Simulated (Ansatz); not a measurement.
**HfN (HfN (100), 3 layers): how the settings move a single-point run**

Question: which choices in the input matter for HfN (HfN (100), 3 layers)?

Method: reference: DFT, r2SCAN, PAW with Ansatz's default frozen-core files, scalar-relativistic, in Ansatz 0.2.0.

### Step 1. The system as given

The structure is tetragonal, space group P4/mmm (No. 123). Conventional cell: a = 3.200 Å, b = 3.200 Å, c = 20.526 Å, α = 90.00°, β = 90.00°, γ = 90.00°. Hf (site symmetry 4mm) has 5 N at 2.26 Å as nearest neighbours. N (site symmetry 4mm) is surrounded by 5 Hf at 2.26 Å. Hf (site symmetry 4/mmm) has 6 N at 2.26 Å as nearest neighbours. N (site symmetry 4/mmm) is surrounded by 6 Hf at 2.26 Å.

As a file:

```
Hf N
1.0
     3.20005    0.00000    0.00000
     0.00000    3.20005    0.00000
     0.00000    0.00000   20.52560
Hf N
3 3
Cartesian
  0.8000 0.8000 8.0000
  2.4000 2.4000 10.2628
  0.8000 0.8000 12.5256
  2.4000 2.4000 8.0000
  0.8000 0.8000 10.2628
  2.4000 2.4000 12.5256
```

### Step 2. Baseline

input.yaml reads:

```yaml
crystal:
  lattice:
    - [3.2000541873, 0.0, 0.0]
    - [0.0, 3.2000541873, 0.0]
    - [0.0, 0.0, 20.5256]
  atoms:
    - { symbol: Hf, position: [0.25, 0.25, 0.3897581549] }
    - { symbol: "N", position: [0.75, 0.75, 0.3897581549] }
    - { symbol: Hf, position: [0.75, 0.75, 0.5] }
    - { symbol: "N", position: [0.25, 0.25, 0.5] }
    - { symbol: Hf, position: [0.25, 0.25, 0.6102418451] }
    - { symbol: "N", position: [0.75, 0.75, 0.6102418451] }
kpoints:
  mp_grid: { grid: [13, 13, 1] }
scf:
  occupations: { method: fermi_dirac, width: 0.1 }
hamiltonian:
  xc: r2scan
  pseudopotentials: { kind: paw }
output:
  forces: true
  stress: true
  eigenvalues: true
  populations: true
efield:
  axis: 3
  amplitude: 0
  dipole_correction: true
```

On the command line:

```console
$ ansatz run input.yaml --threads 2 --pin off --max-ram 4096MiB --backend cpu --events-out ev --progress --plain --runs-dir out
```

### Step 3. Variant: pseudopotentials.source jth, xc_grid 3

input.yaml: that of step 2 with these lines changed.

```diff
@@ -18,3 +18,3 @@
   xc: r2scan
-  pseudopotentials: { kind: paw }
+  pseudopotentials: { kind: paw, source: jth }
 output:
@@ -28 +28,3 @@
   dipole_correction: true
+basis:
+  xc_grid: 3
```

Before running it: what results should come out? Wanted: for each run, ending; energy change; gap; force.

As calculated:

```csv
run,ending,energy change,gap (eV),force (eV/Å),cycles,time
reference,converged,-,0.00,1.39,10,40 s
"1: pseudopotentials.source jth, xc_grid 3",converged,not comparable,0.00,1.43,11,2.3 min
```

Residual by cycle in the longest SCF loop of each run; runs are numbered as in the table. The quantity is the density residual dr2, in eV.

```csv
cycle,reference,run 1
1,0.15,33.1
2,0.0732,123
3,0.012,4.19
4,0.00319,0.23
5,2.7e-4,0.0361
6,7.5e-5,0.00284
7,1.1e-5,8.9e-4
8,1.2e-6,1.5e-4
9,5.1e-7,5.0e-6
10,1.5e-8,7.7e-7
11,-,9.1e-8
```

**Reading.** A change of potentials puts the total energy on another scale; the largest force goes from 1.39 to 1.43 eV/Å. The numerical grids changed too. Cost: 11 SCF cycles against 10, 2.3 min against 40 s.
